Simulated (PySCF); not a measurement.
# C8H9BS: excited states, first hyperpolarisability

Wanted: excited states, first hyperpolarisability for C8H9BS (`C#Cc1ccc(B(C)C)s1`).

Programs: PySCF 2.14.0, with routines of our own; each step states its level. All values are computed. Atoms count from 0.

## 1. The starting structure

19 atoms, charge 0, multiplicity 1; geometry from: GFN2-xTB.

## 2. Geometry optimisation at PBE0-D3(BJ)/def2-SVP

Job settings and geometry (Å):

```
{"job": {"xc": "PBE0", "basis": "def2-SVP", "d3": "d3bj", "grid": 2, "kind": "geom"}, "charge": 0, "multiplicity": 1}
C      4.619974    -0.774456    -1.497917
C      3.543620    -0.611038    -0.987045
C      2.284551    -0.418692    -0.411632
C      1.946971    -0.513589     0.918133
C      0.590274    -0.264434     1.143799
C     -0.143680     0.025974     0.012913
B     -1.641877     0.339709    -0.118232
C     -2.270565     0.621628    -1.537631
C     -2.552152     0.371732     1.173075
S      0.909288    -0.012126    -1.382048
H      5.563180    -0.919299    -1.932781
H      2.660830    -0.754592     1.686399
H      0.146898    -0.291574     2.123804
H     -1.556050     0.993858    -2.269362
H     -3.110991     1.311461    -1.500149
H     -2.664174    -0.314038    -1.937839
H     -2.274108    -0.367359     1.920775
H     -3.608213     0.240130     0.949906
H     -2.453578     1.345956     1.653534
```

The run is started by

```sh
$ OMP_NUM_THREADS=1 python excited_run.py task.json out
```

The driver reads the jobs from task.json and runs them one after another.

What it wrote:

```text
step   0  E = -732.36183166  max force = 0.019292
step   1  E = -732.36474382  max force = 0.003440
step   2  E = -732.36481861  max force = 0.000674
step   3  E = -732.36488537  max force = 0.002860
step   4  E = -732.36492945  max force = 0.001507
step   5  E = -732.36495191  max force = 0.001447
step   6  E = -732.36497704  max force = 0.001053
step   7  E = -732.36499628  max force = 0.000698
step   8  E = -732.36502368  max force = 0.000844
step   9  E = -732.36504561  max force = 0.000580
step  10  E = -732.36505343  max force = 0.000463
step  11  E = -732.36505588  max force = 0.000226
optimisation converged
```

Wall time 1.9 min (1 thread of AMD EPYC 9R45, shared host); peak memory 0.93 GiB.

Along the way:

| step | energy from step 0 (eV) | largest force component (eV/Å) |
| --- | --- | --- |
| 0 | 0.0000 | 0.9920 |
| 1 | -0.0792 | 0.1769 |
| 2 | -0.0813 | 0.0347 |
| 3 | -0.0831 | 0.1471 |
| 4 | -0.0843 | 0.0775 |
| 5 | -0.0849 | 0.0744 |
| 6 | -0.0856 | 0.0541 |
| 7 | -0.0861 | 0.0359 |
| 8 | -0.0869 | 0.0434 |
| 9 | -0.0875 | 0.0298 |
| 10 | -0.0877 | 0.0238 |
| 11 | -0.0877 | 0.0116 |

Distances of close pairs at the start and the end, largest changes first:

| bond | before (Å) | after (Å) | change (Å) |
| --- | --- | --- | --- |
| C0–H10 | 1.049 | 1.074 | +0.026 |
| C5–S9 | 1.748 | 1.731 | -0.017 |
| C8–H18 | 1.091 | 1.107 | +0.016 |
| C1–C2 | 1.398 | 1.413 | +0.016 |
| C7–H15 | 1.091 | 1.106 | +0.015 |
| C4–H12 | 1.076 | 1.091 | +0.015 |
| C7–H14 | 1.088 | 1.102 | +0.014 |
| C8–H17 | 1.087 | 1.102 | +0.014 |

The next job starts from the end point, and lists it.

| at the end point | value |
| --- | --- |
| point group (found at 0.08 Å tolerance) | C1 |
| rotational constants (GHz, main isotopes) | 3.032, 0.644, 0.535 |
| dipole moment (D) | 0.65 |

## 3. Excited states: TDA CAM-B3LYP/aug-cc-pVDZ

Job settings and geometry (Å):

```
{"job": {"kind": "states", "xc": "CAM-B3LYP", "basis": "aug-cc-pVDZ", "tda": true, "soc": true, "nstates": 6, "ntriplets": 5, "nquad": 4}, "charge": 0, "multiplicity": 1}
C      5.024813    -0.831528    -1.347979
C      3.930784    -0.706342    -0.836316
C      2.653403    -0.559197    -0.249504
C      2.301986    -0.753084     1.080241
C      0.934783    -0.514544     1.310499
C      0.220456    -0.138779     0.179605
B     -1.285372     0.197195     0.036753
C     -1.916526     0.503652    -1.372826
C     -2.202954     0.242919     1.315508
S      1.284543    -0.088037    -1.185077
H      5.994014    -0.943010    -1.797912
H      3.024471    -1.055884     1.838342
H      0.463015    -0.614691     2.289377
H     -1.201823     0.717827    -2.181618
H     -2.652636     1.322396    -1.321846
H     -2.492003    -0.391720    -1.675275
H     -1.821253    -0.296750     2.194073
H     -3.229382    -0.096701     1.104508
H     -2.293841     1.307206     1.605846
```

Level: TDA CAM-B3LYP/aug-cc-pVDZ excited states, vertical, gas phase, spin-orbit mean-field couplings.

What it wrote:

```text
coarse grid: 16984 points
cycle   1  E = -733.0047540930  dE =  1.789e+00  |g| = 4.471e-01  |ddm| = 4.913e+01
cycle   2  E = -733.0218635016  dE = -1.711e-02  |g| = 4.078e-01  |ddm| = 4.473e+00
cycle   3  E = -733.0609048058  dE = -3.904e-02  |g| = 1.206e-01  |ddm| = 2.039e+00
cycle   4  E = -733.0641420026  dE = -3.237e-03  |g| = 5.688e-02  |ddm| = 6.294e-01
cycle   5  E = -733.0649509056  dE = -8.089e-04  |g| = 1.238e-02  |ddm| = 2.839e-01
cycle   6  E = -733.0649896012  dE = -3.870e-05  |g| = 3.811e-03  |ddm| = 8.396e-02
cycle   7  E = -733.0649940541  dE = -4.453e-06  |g| = 1.245e-03  |ddm| = 2.955e-02
final grid: 160968 points
cycle   8  E = -733.0951279834  dE = -2.638e-05  |g| = 3.880e-03  |ddm| = 5.837e-01
cycle   9  E = -733.0951289380  dE = -9.546e-07  |g| = 3.547e-03  |ddm| = 4.782e-02
cycle  10  E = -733.0951320602  dE = -3.122e-06  |g| = 5.583e-04  |ddm| = 1.689e-02
cycle  11  E = -733.0951321391  dE = -7.884e-08  |g| = 2.395e-04  |ddm| = 3.456e-03
cycle  12  E = -733.0951321547  dE = -1.560e-08  |g| = 8.374e-05  |ddm| = 1.387e-03
cycle  13  E = -733.0951321567  dE = -1.983e-09  |g| = 3.804e-05  |ddm| = 4.278e-04
cycle  14  E = -733.0951321571  dE = -4.700e-10  |g| = 1.197e-05  |ddm| = 2.778e-04
converged SCF energy = -733.0951321571

Singlet excitations
state   eV       nm        f     d(h-e)  d(exc)  Lambda  PR(NTO)  |dmu|/D   mu/D   main configurations
  1   4.5767   270.9   0.59170   0.870   3.525   0.741   1.199    2.387    2.502   H->L 0.91
  2   5.0389   246.1   0.05268   0.256   3.169   0.553   1.396    1.111    1.491   H-1->L 0.83
  3   5.2291   237.1   0.00007   1.473   3.453   0.375   1.079    4.901    4.796   H-2->L 0.84
  4   5.6234   220.5   0.00004   0.980   3.268   0.311   1.071    3.773    4.132   H->L+9 0.31, H->L+8 0.27, H->L+7 0.15
  5   5.8327   212.6   0.00174   1.277   3.318   0.402   1.079                     H-3->L 0.86
  6   5.9646   207.9   0.00611   0.574   4.682   0.215   1.057                     H->L+1 0.59, H->L+2 0.20

Triplet excitations (Tamm-Dancoff)
state   eV     d(h-e)  d(exc)  Lambda  PR(NTO)   main configurations
  1   2.8157   0.389   3.168   0.748   1.085   H->L 0.91
  2   3.7950   0.119   2.924   0.569   1.042   H-1->L 0.94
  3   4.7197   0.588   2.800   0.499   2.023   H-4->L 0.29, H->L+5 0.19, H->L+4 0.15
  4   4.8955   0.938   3.203   0.360   1.476   H-2->L 0.66
  5   5.3879   0.568   3.193   0.332   1.610   H->L+9 0.23, H->L+8 0.20, H-2->L 0.15
S1 - T1 = 1.7610 eV

Spin-orbit couplings |<S|Hso|T>| (cm-1)
             T1       T2       T3       T4       T5
S0        0.287    1.541    0.683   19.511   32.771
S1        0.476    1.191    0.884   10.922   15.630
S2        0.978    0.598    0.325   35.725   22.211
S3        5.092   36.417    7.630    0.264    4.567
S4       20.724    6.289    3.172    0.548    0.913
S5        7.506   52.540   15.402   18.468   10.844
S6        5.693    1.320    0.992    0.931    1.827
T1 sublevels (cm-1): 0.000 0.003 0.004   radiative rates (1/s): 0.0644 0.0104 0.134
```

It took 58 s on 1 thread of AMD EPYC 9R45, shared host; peak memory 1.5 GiB.

In short:

| quantity | value |
| --- | --- |
| S1 less T1 | 1.76 eV |

## 4. Excited states: TDDFT CAM-B3LYP/aug-cc-pVDZ

The job, as its differences from that of step 3:

```diff
@@ -1,2 +1,2 @@
-{"job": {"kind": "states", "xc": "CAM-B3LYP", "basis": "aug-cc-pVDZ", "tda": true, "soc": true, "nstates": 6, "ntriplets": 5, "nquad": 4}, "charge": 0, "multiplicity": 1}
+{"job": {"kind": "states", "xc": "CAM-B3LYP", "basis": "aug-cc-pVDZ", "tpa": true, "nstates": 8, "nquad": 6, "ntriplets": 0}, "charge": 0, "multiplicity": 1}
 C      5.024813    -0.831528    -1.347979
```

With the program's defaults for keys left out, this is: TDDFT CAM-B3LYP/aug-cc-pVDZ excited states, vertical, gas phase, two-photon moments by quadratic response.

What it wrote:

```text
coarse grid: 16984 points
cycle   1  E = -733.0047540930  dE =  1.789e+00  |g| = 4.471e-01  |ddm| = 4.913e+01
cycle   2  E = -733.0218635016  dE = -1.711e-02  |g| = 4.078e-01  |ddm| = 4.473e+00
cycle   3  E = -733.0609048058  dE = -3.904e-02  |g| = 1.206e-01  |ddm| = 2.039e+00
cycle   4  E = -733.0641420026  dE = -3.237e-03  |g| = 5.688e-02  |ddm| = 6.294e-01
cycle   5  E = -733.0649509056  dE = -8.089e-04  |g| = 1.238e-02  |ddm| = 2.839e-01
cycle   6  E = -733.0649896012  dE = -3.870e-05  |g| = 3.811e-03  |ddm| = 8.396e-02
cycle   7  E = -733.0649940541  dE = -4.453e-06  |g| = 1.245e-03  |ddm| = 2.955e-02
final grid: 160968 points
cycle   8  E = -733.0951279833  dE = -2.638e-05  |g| = 3.880e-03  |ddm| = 5.837e-01
cycle   9  E = -733.0951289380  dE = -9.546e-07  |g| = 3.547e-03  |ddm| = 4.782e-02
cycle  10  E = -733.0951320602  dE = -3.122e-06  |g| = 5.583e-04  |ddm| = 1.689e-02
cycle  11  E = -733.0951321391  dE = -7.884e-08  |g| = 2.395e-04  |ddm| = 3.456e-03
cycle  12  E = -733.0951321547  dE = -1.559e-08  |g| = 8.374e-05  |ddm| = 1.387e-03
cycle  13  E = -733.0951321567  dE = -1.981e-09  |g| = 3.804e-05  |ddm| = 4.278e-04
cycle  14  E = -733.0951321571  dE = -4.761e-10  |g| = 1.197e-05  |ddm| = 2.777e-04
converged SCF energy = -733.0951321571

Singlet excitations
state   eV       nm        f     d(h-e)  d(exc)  Lambda  PR(NTO)  |dmu|/D   mu/D   delta(TPA)   sigma/GM   main configurations
  1   4.3438   285.4   0.45289   0.790   3.460   0.734   1.246    2.268    2.404      398.77      2.757   H->L 0.95
  2   4.8938   253.3   0.04681   0.247   3.136   0.555   1.354    1.136    1.532      310.30      2.723   H-1->L 0.90
  3   5.2053   238.2   0.00004   1.477   3.466   0.375   1.074    4.824    4.721        0.49      0.005   H-2->L 0.84
  4   5.6030   221.3   0.00003   0.952   3.260   0.312   1.103    3.697    4.057        1.53      0.018   H->L+9 0.31, H->L+8 0.27, H->L+7 0.14
  5   5.8131   213.3   0.00143   1.267   3.316   0.402   1.086    4.781    4.867        1.12      0.014   H-3->L 0.86
  6   5.9609   208.0   0.00843   0.549   4.635   0.222   1.080    3.073    2.527       97.92      1.275   H->L+1 0.56, H->L+2 0.19
  7   6.0149   206.1   0.08843   0.774   3.315   0.449   2.068                                            H->L+5 0.30, H->L+4 0.16, H->L+6 0.13
  8   6.0875   203.7   0.00396   1.044   3.237   0.463   1.134                                            H-5->L 0.84
```

Wall time 68 s (1 thread of AMD EPYC 9R45, shared host); peak memory 1.5 GiB.

## 5. First hyperpolarisability: quadratic response CAM-B3LYP/aug-cc-pVDZ

The job, as its differences from that of step 4:

```diff
@@ -1,2 +1,2 @@
-{"job": {"kind": "states", "xc": "CAM-B3LYP", "basis": "aug-cc-pVDZ", "tpa": true, "nstates": 8, "nquad": 6, "ntriplets": 0}, "charge": 0, "multiplicity": 1}
+{"job": {"kind": "beta", "xc": "CAM-B3LYP", "basis": "aug-cc-pVDZ"}, "charge": 0, "multiplicity": 1}
 C      5.024813    -0.831528    -1.347979
```

Method: quadratic response CAM-B3LYP/aug-cc-pVDZ first hyperpolarisability, Taylor convention, gas phase.

What it wrote:

```text
coarse grid: 16984 points
cycle   1  E = -733.0047540930  dE =  1.789e+00  |g| = 4.471e-01  |ddm| = 4.913e+01
cycle   2  E = -733.0218635016  dE = -1.711e-02  |g| = 4.078e-01  |ddm| = 4.473e+00
cycle   3  E = -733.0609048058  dE = -3.904e-02  |g| = 1.206e-01  |ddm| = 2.039e+00
cycle   4  E = -733.0641420026  dE = -3.237e-03  |g| = 5.688e-02  |ddm| = 6.294e-01
cycle   5  E = -733.0649509056  dE = -8.089e-04  |g| = 1.238e-02  |ddm| = 2.839e-01
cycle   6  E = -733.0649896012  dE = -3.870e-05  |g| = 3.811e-03  |ddm| = 8.396e-02
cycle   7  E = -733.0649940541  dE = -4.453e-06  |g| = 1.245e-03  |ddm| = 2.955e-02
final grid: 160968 points
cycle   8  E = -733.0951279834  dE = -2.638e-05  |g| = 3.880e-03  |ddm| = 5.837e-01
cycle   9  E = -733.0951289380  dE = -9.546e-07  |g| = 3.547e-03  |ddm| = 4.782e-02
cycle  10  E = -733.0951320602  dE = -3.122e-06  |g| = 5.583e-04  |ddm| = 1.689e-02
cycle  11  E = -733.0951321391  dE = -7.884e-08  |g| = 2.395e-04  |ddm| = 3.456e-03
cycle  12  E = -733.0951321547  dE = -1.560e-08  |g| = 8.374e-05  |ddm| = 1.387e-03
cycle  13  E = -733.0951321567  dE = -1.984e-09  |g| = 3.804e-05  |ddm| = 4.278e-04
cycle  14  E = -733.0951321571  dE = -4.693e-10  |g| = 1.197e-05  |ddm| = 2.777e-04
converged SCF energy = -733.0951321571

Lowest singlets (eV, f): 4.3438 0.4528  4.8938 0.0468  5.2053 0.0000

First hyperpolarisability (au)
process     nm      |vector|   parallel      HRS      DR
static         -      701.78      74.92     310.31   4.117
shg       1907.0      803.11       79.4      353.2   4.199
eope      1907.0      733.28      76.38          -       -
shg       1064.0     1126.63      90.78     489.74   4.381
eope      1064.0      811.05      79.73          -       -
```

Wall time 53 s (1 thread of AMD EPYC 9R45, shared host); peak memory 1.5 GiB.

## 6. Excited states: TDA CAM-B3LYP/aug-cc-pVDZ in dimethylsulfoxide

The job, as its differences from that of step 5:

```diff
@@ -1,2 +1,2 @@
-{"job": {"kind": "beta", "xc": "CAM-B3LYP", "basis": "aug-cc-pVDZ"}, "charge": 0, "multiplicity": 1}
+{"job": {"kind": "states", "xc": "CAM-B3LYP", "basis": "aug-cc-pVDZ", "tda": true, "soc": true, "nstates": 6, "ntriplets": 5, "nquad": 4, "solvent": "dimethylsulfoxide"}, "charge": 0, "multiplicity": 1}
 C      5.024813    -0.831528    -1.347979
```

Method: TDA CAM-B3LYP/aug-cc-pVDZ excited states, vertical, IEF-PCM dimethylsulfoxide (non-equilibrium response), spin-orbit mean-field couplings.

What it wrote:

```text
coarse grid: 16984 points
cycle   1  E = -733.0126575936  dE =  1.782e+00  |g| = 4.404e-01  |ddm| = 4.918e+01
cycle   2  E = -733.0322539164  dE = -1.960e-02  |g| = 3.875e-01  |ddm| = 4.530e+00
cycle   3  E = -733.0685512615  dE = -3.630e-02  |g| = 9.477e-02  |ddm| = 2.018e+00
cycle   4  E = -733.0704287161  dE = -1.877e-03  |g| = 5.093e-02  |ddm| = 5.999e-01
cycle   5  E = -733.0710933736  dE = -6.647e-04  |g| = 8.252e-03  |ddm| = 2.799e-01
cycle   6  E = -733.0711112728  dE = -1.790e-05  |g| = 2.512e-03  |ddm| = 6.888e-02
cycle   7  E = -733.0711138500  dE = -2.577e-06  |g| = 1.059e-03  |ddm| = 2.417e-02
final grid: 160968 points
cycle   8  E = -733.1012010543  dE = -2.706e-05  |g| = 3.934e-03  |ddm| = 5.862e-01
cycle   9  E = -733.1012024057  dE = -1.351e-06  |g| = 3.432e-03  |ddm| = 4.770e-02
cycle  10  E = -733.1012053283  dE = -2.923e-06  |g| = 3.391e-04  |ddm| = 1.832e-02
cycle  11  E = -733.1012053595  dE = -3.120e-08  |g| = 2.174e-04  |ddm| = 3.056e-03
cycle  12  E = -733.1012053734  dE = -1.397e-08  |g| = 5.642e-05  |ddm| = 1.357e-03
cycle  13  E = -733.1012053748  dE = -1.410e-09  |g| = 3.254e-05  |ddm| = 4.432e-04
cycle  14  E = -733.1012053753  dE = -4.641e-10  |g| = 1.340e-05  |ddm| = 2.723e-04
converged SCF energy = -733.1012053753

Singlet excitations
state   eV       nm        f     d(h-e)  d(exc)  Lambda  PR(NTO)  |dmu|/D   mu/D   main configurations
  1   4.4741   277.1   0.70845   0.767   3.505   0.755   1.152    2.586    2.741   H->L 0.93
  2   5.0105   247.4   0.08701   0.200   3.146   0.572   1.316    1.093    1.774   H-1->L 0.85
  3   5.2909   234.3   0.00008   1.357   3.436   0.398   1.092    5.298    5.016   H-2->L 0.85
  4   5.6513   219.4   0.00010   1.022   3.266   0.300   1.080    4.421    5.153   H->L+7 0.29, H->L+8 0.25, H->L+9 0.19
  5   5.7646   215.1   0.00195   1.342   3.355   0.393   1.093                     H-3->L 0.85
  6   5.9548   208.2   0.00822   0.413   4.427   0.229   1.076                     H->L+1 0.63, H->L+2 0.15

Triplet excitations (Tamm-Dancoff)
state   eV     d(h-e)  d(exc)  Lambda  PR(NTO)   main configurations
  1   2.8373   0.355   3.148   0.757   1.084   H->L 0.92
  2   3.8140   0.103   2.914   0.577   1.045   H-1->L 0.94
  3   4.7939   0.566   2.786   0.553   2.036   H->L+4 0.34, H-5->L 0.30, H->L+6 0.13
  4   4.9546   0.835   3.192   0.377   1.523   H-2->L 0.67
  5   5.4080   0.858   3.188   0.347   2.070   H-3->L 0.21, H->L+7 0.14, H->L+8 0.14
S1 - T1 = 1.6368 eV

Spin-orbit couplings |<S|Hso|T>| (cm-1)
             T1       T2       T3       T4       T5
S0        0.294    1.448    0.777   19.549   32.097
S1        0.373    1.043    0.869   10.997   13.230
S2        0.902    0.512    0.443   36.845   35.723
S3        5.360   37.324    8.855    0.164   11.126
S4       20.973    7.052    3.997    1.371    1.525
S5        5.808   47.919   14.829   17.745    9.448
S6        5.476    2.623    1.413    0.515    1.284
T1 sublevels (cm-1): 0.000 0.007 0.008   radiative rates (1/s): 0.152 0.00419 0.14
```

Run time: 65 s. Hardware: 1 thread of AMD EPYC 9R45, shared host; peak memory 1.5 GiB.

From this job:

| quantity | value |
| --- | --- |
| S1 less T1 | 1.64 eV |

## 7. What came out

```
                                                           quantity                                                 value
                                                        point group                                                    C1
                               rotational constants (main isotopes)                                  3.03, 0.64, 0.53 GHz
                     S1 less T1 (step 3, TDA CAM-B3LYP/aug-cc-pVDZ)                                               1.76 eV
        β vector (step 5, quadratic response CAM-B3LYP/aug-cc-pVDZ)  static 702, SHG 1907.0 nm 803, SHG 1064.0 nm 1127 au
S1 less T1 (step 6, TDA CAM-B3LYP/aug-cc-pVDZ in dimethylsulfoxide)                                               1.64 eV
```

What this shows: Over 11 steps the energy fell by 0.088 eV; of the close pairs, C0–H10 changed most, 1.049 to 1.074 Å. In step 3, the number of triplets below S1 is 2, and the largest singlet-triplet spin-orbit coupling is S5–T2, 52.54 cm⁻¹. β grows from 702 au (static) to 1127 au for doubling at 1064.0 nm: normal dispersion, which grows as twice the photon energy moves toward the bright states. In step 6, the number of triplets below S1 is 2, and the largest singlet-triplet spin-orbit coupling is S5–T2, 47.92 cm⁻¹.
